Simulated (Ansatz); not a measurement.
# BrHO: the cost of one run

Computed with Ansatz 0.2.0 (the levels named in each step, unless a step's input says otherwise).

### Step 1. Starting point

Bond lengths: O1–Br2 1.799 Å, O1–H3 0.964 Å. Angles: Br2–O1–H3 107.2°.

Structure file:

```xyz
3

O    -1.3983    0.4857    0.0000
Br    0.3048   -0.0935   -0.0001
H    -1.9651   -0.2939    0.0097
```

### Step 2. A rough first relaxation, PBE-D4/def2-SVP

This run stands in another session on the same molecule. It ended at:

```xyz
3

O    -1.4336    0.5237   -0.0003
Br    0.3225   -0.1137    0.0000
H    -1.9475   -0.3118    0.0098
```

### Step 3. Relaxation, PBE0-D4/def2-TZVPP

This run stands in another session on the same molecule. It ended at:

```xyz
3

O    -1.4146    0.5044   -0.0001
Br    0.2971   -0.1046    0.0000
H    -1.9411   -0.3016    0.0097
```

### Step 4. Frequencies, PBE0-D4/def2-TZVPP

input.yaml reads:

```yaml
crystal:
  periodic: [false, false, false]
  atoms:
    - { symbol: O, position_ang: [-1.41458094, 0.50439587, -0.00013018] }
    - { symbol: Br, position_ang: [0.29708232, -0.10460268, 1.657e-05] }
    - { symbol: H, position_ang: [-1.94112139, -0.30159319, 0.00970362] }
basis:
  gaussian: { orbitals: def2-TZVPP }
hamiltonian:
  xc: pbe0
  dispersion: d4
phonons: {}
```

On the command line:

```
$ ansatz run input.yaml --threads 2 --pin off --max-ram 5120MiB --backend cpu --events-out ev --progress --plain --runs-dir out
```

What time and memory should one allow on 2 threads of Intel Xeon Platinum 8259CL at 2.50GHz (Skylake/Cascade Lake), shared host?

About 24 s, with a peak of 0.16 GiB.
